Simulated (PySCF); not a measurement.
CGeH6: atomic charges with PBE

Molecule: CGeH6, in a box.

```
C Ge H
1.0
    13.00000    0.00000    0.00000
     0.00000   12.00000    0.00000
     0.00000    0.00000   13.00000
C Ge H
1 1 6
Cartesian
  5.9886 6.3858 5.4905
  6.5964 6.0136 7.3087
  4.9194 6.5997 5.4854
  6.5183 7.2477 5.0836
  6.1749 5.5261 4.8459
  6.3302 7.2237 8.2220
  8.1066 5.7159 7.3197
  5.8538 4.7943 7.8840
```

| Item | Value |
| --- | --- |
| Program | PySCF 2.14.0 |
| Task | atomic charges |
| Functional | PBE |
| Potentials or basis | def2-svp (all-electron) |
| k mesh | 1 × 1 × 1 |
| Occupations | fixed |
| Spin | no spin polarisation |
| Exponents discarded below (exp_to_discard) | 0 1/bohr^2 |
| conv_tol | 1e-07 Ha |
| max_cycle | 60 |
| Relativity | none |
| Coulomb method | Gaussian density fitting (GDF) |
| Grid for exchange and correlation | Becke, atom-centred |

```yaml
Gap_between_the_frontier_levels: 8.12 eV
Meta-löwdin_charges: C -0.49; Ge +0.31; H +0.12, -0.06 e
```

Levels at points of the mesh, in eV from the valence-band top:
```
           k point  band 17  band 18  band 19  band 20  band 21  band 22  band 23  band 24  band 25  band 26
(0.00, 0.00, 0.00)    -5.44    -2.28    -2.28    -0.20    -0.20     0.00     8.12     8.92     8.93     9.04
```

Wall time 17 s on 2 threads of AMD EPYC 7R43 64-Core Processor (Zen 3), on a shared host, peak memory 1.9 GiB.

Caveat: this is a molecule in a periodic box at the Γ point, so its band gap is the HOMO-LUMO gap; population charges move with the basis; relativity is left out, which matters for the heavier elements; the basis of atomic orbitals isn't converged, which shifts pressures, moduli and gaps. A hybrid or GW would open this gap; PBE tends to underestimate it.
